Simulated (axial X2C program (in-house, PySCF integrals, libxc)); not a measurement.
# CrLi: bond curves with and without spin–orbit coupling

Aim: find the lowest determinant of CrLi, scan the bond at several levels and fit the constants, once spin-free and once with spin–orbit coupling.

Method: all-electron X2C, Cr dyall-cv3z, Li dyall-cv3z; program: an in-house X2C program for linear molecules on PySCF integrals.

All values are calculated.

## Step 1: The job

The input, task.json:

```json
{"zs": [24, 3], "q": 0, "bas": ["dyall-cv3z", "dyall-cv3z"], "levels": ["PBE0", "HF", "BLYP"], "cc": true, "r0": 2.55, "thr": -2.0, "nmax": 90, "npts": 10, "nst": 2, "ntry": 6}
```

Keys: zs atomic numbers; q charge; bas basis sets; levels methods (HF also brings MP2); cc coupled cluster on or off; r0 starting distance in Å; thr threshold in hartree for freezing inner shells (an s shell follows its p shell); nmax most natural virtual spinors; npts points asked for on the curve; nst determinants followed; ntry starts of the search.

Run with:

```bash
> python so2c.py task.json out
```

Spin-free means the one-electron spin-free X2C Hamiltonian; two-component (2c) means X2C with spin–orbit coupling and atomic mean-field two-electron Coulomb and Gaunt terms. Basis: Cr dyall-cv3z contracted to [9s10p6d3f2g], Li dyall-cv3z contracted to [7s8p2d]; Gaussian nuclei, density fitting. Masses: Cr 51.941 u, Li 7.016 u.

Notation: σ, π±, δ± give the projection m of an orbital's angular momentum (0, ±1, ±2), α and β its spin, Λ and M_S the sums; ω is the projection of a spinor's total angular momentum and Ω the sum. Logs are in hartree.

The results follow Hamiltonian by Hamiltonian and level by level.

## Step 2: State search with PBE0

PBE0 moves the distance from 2.550 Å to 2.688 Å and compares determinants there.

Spin-free determinants:

| ΔE (eV) | state | open shells |
| --- | --- | --- |
| 0.00 | M_S = 5/2, Λ = 0 | beyond closed shells: σα, π+α, π-α, δ+α, δ-α |
| 0.82 | M_S = 7/2, Λ = 0 | beyond closed shells: 3 × σα, π+α, π-α, δ+α, δ-α |
| 1.53 | M_S = 7/2, Λ = 1 | beyond closed shells: 2 × σα, 2 × π+α, π-α, δ+α, δ-α |
| 1.79 | M_S = 3/2, Λ = 0 | beyond closed shells: σβ, π+α, π-α, δ+α, δ-α |
| 2.04 | M_S = 5/2, Λ = 1 | beyond closed shells: 2 × σα, π+α, π+β, π-α, δ+α, δ-α |
| 2.08 | M_S = 5/2, Λ = 1 | beyond closed shells: 2 × σα, π+α, δ+α, δ-α |
| 2.20 | M_S = 3/2, Λ = 1 | beyond closed shells: π+α, δ+α, δ-α |

Two-component determinants:

| ΔE (eV) | state | open shells |
| --- | --- | --- |
| 0.00 | Ω = 5/2 | excess of +ω over −ω: ω = 5/2 |
| 0.82 | Ω = 7/2 | excess of +ω over −ω: 2 × ω = 1/2, ω = 5/2 |
| 1.53 | Ω = 9/2 | excess of +ω over −ω: ω = 1/2, ω = 3/2, ω = 5/2 |
| 1.79 | Ω = 3/2 | excess of +ω over −ω: 2 × ω = -1/2, ω = 5/2 |
| 2.04 | Ω = 3/2 | excess of +ω over −ω: ω = 1/2, ω = -3/2, ω = 5/2 |
| 2.19 | Ω = 1/2 | excess of +ω over −ω: ω = -1/2, ω = -3/2, ω = 5/2 |
| 2.28 | Ω = 3/2 | excess of +ω over −ω: ω = 1/2, ω = -3/2, ω = 5/2 |

## Step 3: PBE0, spin-free

State followed: M_S = 5/2, Λ = 0 (beyond closed shells: σα, π+α, π-α, δ+α, δ-α). The scan is laid around 2.688 Å, a first estimate of the minimum, and this SCF restarts from the orbitals of the search.

The SCF at the reference distance of 2.688 Å:

```text
spin-free X2C-1e  PBE0
basis functions 149  fitting functions 795  grid points 5084
iter        total energy     max residual
   1      -1058.093206305     5.16e-06
   2      -1058.093206307     4.99e-06
converged
one-electron -1485.73210424  Coulomb 464.31634424  exact exchange -12.46126630  xc functional -38.39056958  nuclear repulsion 14.17438958
```

Along the bond, energies from the lowest point:

```csv
R (Å),E (eV),μ (D),HOMO (eV),LUMO (eV),iterations
2.339,0.1444,1.75,-4.03,-1.35,12
2.446,0.0621,1.81,-4.03,-1.37,11
2.527,0.0253,1.84,-4.02,-1.39,11
2.607,0.0055,1.87,-4.01,-1.41,10
2.688,0.0000,1.89,-4.01,-1.44,2
2.782,0.0078,1.90,-4.00,-1.46,10
2.876,0.0273,1.91,-3.99,-1.49,10
2.997,0.0653,1.89,-3.99,-1.52,10
3.145,0.1240,1.85,-3.98,-1.55,10
3.360,0.2205,1.75,-3.97,-1.58,10
```

Dipoles are positive if Li is the positive end.

Outer orbitals at the reference distance:

```tsv
symmetry	occupied	ε (eV)	atomic character
σα	yes	-5.09	56% Cr d, 22% Cr s, 13% Li s
π+α	yes	-4.88	98% Cr d
π-α	yes	-4.88	98% Cr d
δ-α	yes	-4.85	100% Cr d
δ+α	yes	-4.85	100% Cr d
σα	yes	-4.70	42% Cr d, 39% Cr s, 10% Li s
σβ	yes	-4.01	54% Li s, 33% Cr s, 8% Cr p
σα	no	-1.44	43% Cr p, 35% Li s, 17% Li p
σβ	no	-1.37	60% Li p, 15% Cr s, 13% Li s
π+β	no	-0.79	78% Li p, 18% Cr p, 4% Cr d
π-β	no	-0.79	78% Li p, 18% Cr p, 4% Cr d
```

PBE0 fields in the half plane through the axis: z from -2.4 to 4.8 Å across, distance from the axis 0.15 to 2.25 Å upwards; Cr lies at z = 0 and Li at z = 2.688 Å; the ELF is damped to zero where the density is low.

log10 density (e/bohr³). Ten even steps from ' ' (-4.11 ) to '@' (1.40 ):
```
      ......::::::::::::::::::::..........        
    ....::::::::::::::::::::::::::::::........    
  ....::::::----------------::::::::::::......    
  ....::::------====--------------::::::::......  
....::::----============------------::::::::......
....::----==++++**++++======----------::::::......
..::::--==++**######**++========++++++--::::......
..::::--==++**%%@@%%**++========**%%**==::::......
```

ELF. Ten even steps from ' ' (0.00 ) to '@' (1.00 ):
```
        ..::::------====++####%%%%##**++--..      
      ..::::--------==++**%%%%@@@@@@@@%%**==..    
    ..::::::----------++**%%@@@@@@@@@@@@%%##==..  
  ....::::::::::::::::==**%%@@@@%%####%%%%%%**--  
  ....::::::::::::::::::++%%@@**..    ..==%%##++..
  ..........::==++==::::==####            ==##**--
  ........::++######++::--**--  ++@@%%    ..**##==
  ........--##++##++##::--**..  @@@@@@**    ++##==
```

Re = 2.684 Å, ωe = 278.7 cm⁻¹, ωexe = 2.39 cm⁻¹, Be = 0.3785 cm⁻¹, De = 0.754 eV, μ = 1.89 D.

## Step 4: HF, spin-free

Output at 2.688 Å:

```text
spin-free X2C-1e  HF
basis functions 149  fitting functions 795  grid points 5084
iter        total energy     max residual
   1      -1057.086435620     9.73e-02
   2      -1057.104678979     7.28e-03
   3      -1057.107055969     6.22e-03
   4      -1057.107739110     2.60e-03
   5      -1057.108340429     1.84e-03
   6      -1057.108688412     1.18e-03
   7      -1057.108890009     4.31e-04
   8      -1057.108918559     1.91e-04
   9      -1057.108921629     1.01e-04
  10      -1057.108922916     6.17e-05
  11      -1057.108923243     3.51e-05
  12      -1057.108923341     1.66e-05
  13      -1057.108923374     3.75e-06
  14      -1057.108923376     2.82e-06
converged
one-electron -1485.82506388  Coulomb 464.51519611  exact exchange -49.97344519  xc functional 0.00000000  nuclear repulsion 14.17438958
```

No constants are quoted: too few points lie around the minimum for a second fit to confirm the first.

## Step 5: BLYP, spin-free

Output at 2.688 Å:

```text
spin-free X2C-1e  BLYP
basis functions 149  fitting functions 795  grid points 5084
iter        total energy     max residual
   1      -1058.373986400     3.62e-02
   2      -1058.376308939     3.56e-02
   3      -1058.351158443     9.22e-02
   4      -1058.380348851     4.70e-03
   5      -1058.380383523     6.03e-03
   6      -1058.380740770     5.67e-04
   7      -1058.380743768     1.29e-04
   8      -1058.380744178     1.48e-04
   9      -1058.380744348     1.09e-05
  10      -1058.380744351     1.13e-06
  11      -1058.380744351     2.51e-07
converged
one-electron -1485.36199188  Coulomb 463.89686039  exact exchange 0.00000000  xc functional -51.09000244  nuclear repulsion 14.17438958
```

Re = 2.583 Å, ωe = 312 cm⁻¹, ωexe = 2.18 cm⁻¹, Be = 0.4086 cm⁻¹, De = 1.09 eV, μ = 3.06 D.

## Step 6: MP2 and beyond, spin-free

Correlated methods: 7 electrons correlated (frozen shells, counted by type: Cr 3 s, 2 p; Li 1 s), 237 virtual spinors in MP2, 78 natural virtuals in coupled cluster.

Output of the correlated part at 2.688 Å:

```text
correlated 7  virtual 237  natural virtual 78  E(MP2) -0.112042078  MP2 remainder -0.001971243
iter   CCSD correlation   residual
   1     -0.116987973   1.23e-01
   2     -0.123119283   7.87e-02
   3     -0.125641175   4.43e-02
   4     -0.126751461   2.37e-02
   5     -0.127307430   9.14e-03
   6     -0.127393678   3.64e-03
   7     -0.127399323   1.58e-03
   8     -0.127415554   5.64e-04
   9     -0.127411914   2.40e-04
  10     -0.127412864   1.09e-04
  11     -0.127411972   5.75e-05
  12     -0.127412614   3.37e-05
  13     -0.127412723   1.90e-05
  14     -0.127412816   1.07e-05
  15     -0.127412794   5.61e-06
  16     -0.127412816   2.87e-06
  17     -0.127412852   1.31e-06
  18     -0.127412861   6.25e-07
(T) -0.005361441  T1 0.1078  D1 0.2681  max T2 0.116
```

T1 in the output is the amplitude norm over the root of the electron number; divide by √2 for the Lee–Taylor value.

MP2: No constants are quoted: the reference is strongly spin-contaminated.

CCSD: Re = 2.637 Å, ωe = 301 cm⁻¹, ωexe = 2.63 cm⁻¹, Be = 0.3923 cm⁻¹, De = 0.808 eV. T1 at Re = 0.077 (Lee–Taylor, the printed value over √2).

CCSD(T): Re = 2.606 Å, ωe = 312 cm⁻¹, ωexe = 2.63 cm⁻¹, Be = 0.4017 cm⁻¹, De = 0.887 eV. T1 at Re = 0.078 (Lee–Taylor, the printed value over √2).

## Step 7: A higher determinant, spin-free

State: M_S = 7/2, Λ = 0 (beyond closed shells: 3 × σα, π+α, π-α, δ+α, δ-α).

Output at the reference distance:

```text
spin-free X2C-1e  PBE0
basis functions 149  fitting functions 795  grid points 5084
iter        total energy     max residual
   1      -1058.063210308     5.53e-06
   2      -1058.063210310     9.43e-06
converged
one-electron -1484.73895025  Coulomb 463.36558674  exact exchange -12.46986234  xc functional -38.39437404  nuclear repulsion 14.17438958
```

```csv
R (Å),E above the lowest PBE0 point (eV)
2.339,1.115
2.446,0.991
2.527,0.919
2.607,0.861
2.688,0.816
2.782,0.776
2.876,0.746
2.997,0.720
3.145,0.702
```

No constants are quoted: the lowest point is the long end of the scan.

## Step 8: The spin-free curves together

Energy (eV) of the followed determinant, spin-free, from each level's lowest point:

```csv
R (Å),PBE0,HF,MP2 (spin-contaminated),CCSD,CCSD(T),BLYP
2.339,0.144,0.370,0.169,n/a,n/a,0.083
2.446,0.062,0.244,0.079,0.043,0.032,0.023
2.527,0.025,0.173,0.037,0.013,0.007,0.003
2.607,0.006,0.118,0.011,0.000,0.000,0.000
2.688,0.000,0.077,0.000,0.002,0.007,0.010
2.782,0.008,0.043,0.000,0.018,0.030,0.036
2.876,0.027,0.020,0.012,0.047,0.064,0.072
2.997,0.065,0.005,0.038,0.096,0.121,0.131
3.145,0.124,0.000,0.081,n/a,n/a,0.213
3.360,0.220,0.008,0.151,n/a,n/a,0.341
```

## Step 9: PBE0, 2c

State followed: Ω = 5/2 (excess of +ω over −ω: ω = 5/2). The scan is laid around 2.688 Å, a first estimate of the minimum, and this SCF restarts from the orbitals of the search.

Output at 2.688 Å:

```text
two-component X2C + atomic mean field  PBE0
basis functions 149  fitting functions 795  grid points 5084
iter        total energy     max residual
   1      -1057.839685063     3.68e-05
   2      -1057.839685095     2.60e-05
   3      -1057.839685104     1.63e-05
   4      -1057.839685110     9.88e-06
   5      -1057.839685114     2.11e-06
   6      -1057.839685114     1.65e-07
converged
one-electron -1485.10463014  Coulomb 464.19144423  exact exchange -12.45829658  xc functional -38.38131032  nuclear repulsion 14.17438958  atomic mean-field constant -0.26128188
```

Along the bond, energies from the lowest point:

```csv
R (Å),E (eV),μ (D),HOMO (eV),LUMO (eV),iterations
2.339,0.1447,1.75,-4.03,-1.35,12
2.446,0.0623,1.81,-4.03,-1.37,11
2.527,0.0254,1.84,-4.02,-1.39,11
2.607,0.0056,1.87,-4.01,-1.41,10
2.688,0.0000,1.89,-4.01,-1.44,6
2.782,0.0077,1.90,-4.00,-1.46,10
2.876,0.0272,1.90,-3.99,-1.49,10
2.997,0.0650,1.89,-3.99,-1.52,10
3.145,0.1236,1.84,-3.98,-1.55,10
3.360,0.2200,1.74,-3.97,-1.58,10
```

Dipoles are positive if Li is the positive end.

Outer spinors at the reference distance:

| ω | occupied | ε (eV) | atomic character | λ mixture |
| --- | --- | --- | --- | --- |
| 1/2 | yes | -5.09 | 56% Cr d, 22% Cr s, 13% Li s | 100% σ |
| -1/2 | yes | -4.90 | 98% Cr d | 100% π |
| -3/2 | yes | -4.88 | 100% Cr d | 100% δ |
| 3/2 | yes | -4.87 | 98% Cr d | 100% π |
| 5/2 | yes | -4.82 | 100% Cr d | 100% δ |
| 1/2 | yes | -4.70 | 41% Cr d, 40% Cr s, 10% Li s | 100% σ |
| -1/2 | yes | -4.01 | 54% Li s, 33% Cr s, 8% Cr p | 100% σ |
| 1/2 | no | -1.44 | 43% Cr p, 35% Li s, 17% Li p | 100% σ |
| -1/2 | no | -1.37 | 60% Li p, 15% Cr s, 13% Li s | 100% σ |
| 1/2 | no | -0.79 | 78% Li p, 18% Cr p, 4% Cr d | 100% π |
| -3/2 | no | -0.78 | 78% Li p, 18% Cr p, 4% Cr d | 100% π |

PBE0 fields in the half plane through the axis: z from -2.4 to 4.8 Å across, distance from the axis 0.15 to 2.25 Å upwards; Cr lies at z = 0 and Li at z = 2.688 Å; the ELF is damped to zero where the density is low.

log10 density (e/bohr³). Ten even steps from '0' (-4.11 ) to '9' (1.40 ):
```
0001112222222222111110000
0011222222222222222111100
0112223333333322222211100
0112233344333333322221110
1122334444443333332222111
1123345565544433333222111
1223456777654444555322111
1223456898654444686422111
```

ELF. Ten even steps from ' ' (0.00 ) to '@' (1.00 ):
```
        ..::::------====++####%%%%##**++--..      
      ..::::--------==++**%%%%@@@@@@@@%%**==..    
    ..::::::----------++**%%@@@@@@@@@@@@%%##==..  
  ....::::::::::::::::==**%%@@@@%%####%%%%%%**--  
  ....::::::::::::::::::++%%@@**..    ..==%%##++..
  ..........::==++==::::==####            ==##**--
  ........::++######++::--**--  ++@@%%    ..**##==
  ........--##++##++##::--**..  @@@@@@**    ++##==
```

Re = 2.685 Å, ωe = 278.5 cm⁻¹, ωexe = 2.39 cm⁻¹, Be = 0.3784 cm⁻¹, De = 0.753 eV, μ = 1.89 D.

## Step 10: HF, 2c

Output at 2.688 Å:

```text
two-component X2C + atomic mean field  HF
basis functions 149  fitting functions 795  grid points 5084
iter        total energy     max residual
   1      -1056.833264539     9.74e-02
   2      -1056.851500931     7.29e-03
   3      -1056.853875690     6.25e-03
   4      -1056.854557937     2.60e-03
   5      -1056.855158505     1.84e-03
   6      -1056.855506140     1.18e-03
   7      -1056.855707659     4.30e-04
   8      -1056.855736146     1.91e-04
   9      -1056.855739199     1.01e-04
  10      -1056.855740480     6.16e-05
  11      -1056.855740806     3.50e-05
  12      -1056.855740903     1.65e-05
  13      -1056.855740936     3.77e-06
  14      -1056.855740938     2.83e-06
converged
one-electron -1485.19716242  Coulomb 464.38986432  exact exchange -49.96155054  xc functional 0.00000000  nuclear repulsion 14.17438958  atomic mean-field constant -0.26128188
```

No constants are quoted: too few points lie around the minimum for a second fit to confirm the first.

## Step 11: BLYP, 2c

Output at 2.688 Å:

```text
two-component X2C + atomic mean field  BLYP
basis functions 149  fitting functions 795  grid points 5084
iter        total energy     max residual
   1      -1058.120179278     3.65e-02
   2      -1058.122514704     3.55e-02
   3      -1058.097502953     9.21e-02
   4      -1058.126540710     4.69e-03
   5      -1058.126576421     6.02e-03
   6      -1058.126931812     5.59e-04
   7      -1058.126934769     1.22e-04
   8      -1058.126935141     1.49e-04
   9      -1058.126935315     1.11e-05
  10      -1058.126935318     1.12e-06
  11      -1058.126935318     2.47e-07
converged
one-electron -1484.73458558  Coulomb 463.77200600  exact exchange 0.00000000  xc functional -51.07746345  nuclear repulsion 14.17438958  atomic mean-field constant -0.26128188
```

Re = 2.584 Å, ωe = 311 cm⁻¹, ωexe = 2.18 cm⁻¹, Be = 0.4085 cm⁻¹, De = 1.09 eV, μ = 3.05 D.

## Step 12: MP2 and beyond, 2c

Correlated methods: 7 electrons correlated (frozen shells, counted by type: Cr 3 s, 2 p; Li 1 s), 237 virtual spinors in MP2, 78 natural virtuals in coupled cluster.

Output of the correlated part at 2.688 Å:

```text
correlated 7  virtual 237  natural virtual 78  E(MP2) -0.111986958  MP2 remainder -0.001971106
iter   CCSD correlation   residual
   1     -0.116936837   1.23e-01
   2     -0.123065756   7.86e-02
   3     -0.125580672   4.42e-02
   4     -0.126689340   2.37e-02
   5     -0.127243869   9.12e-03
   6     -0.127329807   3.63e-03
   7     -0.127335506   1.58e-03
   8     -0.127351652   5.63e-04
   9     -0.127348051   2.39e-04
  10     -0.127349002   1.09e-04
  11     -0.127348110   5.70e-05
  12     -0.127348668   3.38e-05
  13     -0.127348860   1.96e-05
  14     -0.127348911   1.12e-05
  15     -0.127348920   5.88e-06
(T) -0.005349469  T1 0.1077  D1 0.2679  max T2 0.116
```

MP2: No constants are quoted: the reference is strongly spin-contaminated.

CCSD: Re = 2.637 Å, ωe = 301 cm⁻¹, ωexe = 2.64 cm⁻¹, Be = 0.3921 cm⁻¹, De = 0.807 eV. T1 at Re = 0.077 (Lee–Taylor, the printed value over √2).

CCSD(T): Re = 2.606 Å, ωe = 312 cm⁻¹, ωexe = 2.64 cm⁻¹, Be = 0.4015 cm⁻¹, De = 0.886 eV. T1 at Re = 0.078 (Lee–Taylor, the printed value over √2).

## Step 13: A higher determinant, 2c

State: Ω = 7/2 (excess of +ω over −ω: 2 × ω = 1/2, ω = 5/2).

Output at the reference distance:

```text
two-component X2C + atomic mean field  PBE0
basis functions 149  fitting functions 795  grid points 5084
iter        total energy     max residual
   1      -1057.809676114     3.28e-05
   2      -1057.809676139     2.46e-05
   3      -1057.809676145     1.40e-05
   4      -1057.809676150     7.56e-06
   5      -1057.809676152     1.54e-06
   6      -1057.809676152     2.42e-07
converged
one-electron -1484.11027349  Coulomb 463.23943553  exact exchange -12.46687416  xc functional -38.38507173  nuclear repulsion 14.17438958  atomic mean-field constant -0.26128188
```

```csv
R (Å),E above the lowest PBE0 point (eV)
2.339,1.116
2.446,0.991
2.527,0.919
2.607,0.862
2.688,0.817
2.782,0.776
2.876,0.747
2.997,0.721
3.145,0.702
```

No constants are quoted: the lowest point is the long end of the scan.

## Step 14: The 2c curves together

Energy (eV) of the followed determinant, 2c, from each level's lowest point:

```csv
R (Å),PBE0,HF,MP2 (spin-contaminated),CCSD,CCSD(T),BLYP
2.339,0.145,0.371,0.169,n/a,n/a,0.083
2.446,0.062,0.244,0.079,0.043,0.032,0.023
2.527,0.025,0.173,0.037,0.013,0.007,0.003
2.607,0.006,0.118,0.012,0.000,0.000,0.000
2.688,0.000,0.077,0.000,0.002,0.007,0.010
2.782,0.008,0.043,0.000,0.018,0.029,0.036
2.876,0.027,0.021,0.012,0.047,0.064,0.072
2.997,0.065,0.005,0.038,0.096,0.120,0.130
3.145,0.124,0.000,0.081,n/a,n/a,0.212
3.360,0.220,0.008,0.150,n/a,n/a,0.341
```

Time for the job: 77 s (1 thread, shared host).

## Step 15: What came out

Lowest determinant that the search found at its distance, spin-free: M_S = 5/2, Λ = 0 (beyond closed shells: σα, π+α, π-α, δ+α, δ-α).

Lowest determinant that the search found at its distance, 2c: Ω = 5/2 (excess of +ω over −ω: ω = 5/2).

```json
{"Hamiltonian": "spin-free", "level": "PBE0", "Re (Å)": "2.684", "ωe (cm⁻¹)": "278.7", "De (eV)": "0.754", "μ (D)": "1.89"}
{"Hamiltonian": "spin-free", "level": "CCSD", "Re (Å)": "2.637", "ωe (cm⁻¹)": "301", "De (eV)": "0.808", "μ (D)": "n/a"}
{"Hamiltonian": "spin-free", "level": "CCSD(T)", "Re (Å)": "2.606", "ωe (cm⁻¹)": "312", "De (eV)": "0.887", "μ (D)": "n/a"}
{"Hamiltonian": "spin-free", "level": "BLYP", "Re (Å)": "2.583", "ωe (cm⁻¹)": "312", "De (eV)": "1.09", "μ (D)": "3.06"}
{"Hamiltonian": "2c", "level": "PBE0", "Re (Å)": "2.685", "ωe (cm⁻¹)": "278.5", "De (eV)": "0.753", "μ (D)": "1.89"}
{"Hamiltonian": "2c", "level": "CCSD", "Re (Å)": "2.637", "ωe (cm⁻¹)": "301", "De (eV)": "0.807", "μ (D)": "n/a"}
{"Hamiltonian": "2c", "level": "CCSD(T)", "Re (Å)": "2.606", "ωe (cm⁻¹)": "312", "De (eV)": "0.886", "μ (D)": "n/a"}
{"Hamiltonian": "2c", "level": "BLYP", "Re (Å)": "2.584", "ωe (cm⁻¹)": "311", "De (eV)": "1.09", "μ (D)": "3.05"}
```

Dipoles are positive if Li is the positive end. No constants: spin-free HF (too few points lie around the minimum for a second fit to confirm the first); spin-free MP2 (the reference is strongly spin-contaminated); 2c HF (too few points lie around the minimum for a second fit to confirm the first); 2c MP2 (the reference is strongly spin-contaminated).

Time per point (s) on 1 thread, shared host (2c runs; CCSD comes with the CCSD(T) run); the times are rough: PBE0 0.33, CCSD(T) 1.7, BLYP 0.26.

**Reading.** At CCSD(T), going from spin-free to two-component changes Re by +1 mÅ, ωe by -0.1 %; the spin-free picture holds up (part of it comes from the scalar share of the two-electron terms). De moves by 0.00 eV; both De rest on single-determinant atoms, which can miss part of an open shell's spin–orbit lowering.

De refers to Cr + Li, each in the lowest determinant found, which need not be this curve's own limit. The state is a single determinant with fixed occupations, the lowest that a limited PBE0 search found. De is counted from the lowest determinant-based energies of the atoms at the same level, without counterpoise correction. Density functionals use the spin component along the axis (collinear). CCSD and (T) use frozen natural virtuals with an MP2 correction for the truncation. With several unpaired electrons one determinant need not be a pure state. The spin-free determinant is spin-contaminated at some levels. T1 at Re is 0.078 (Lee–Taylor), above the customary mark of 0.02.
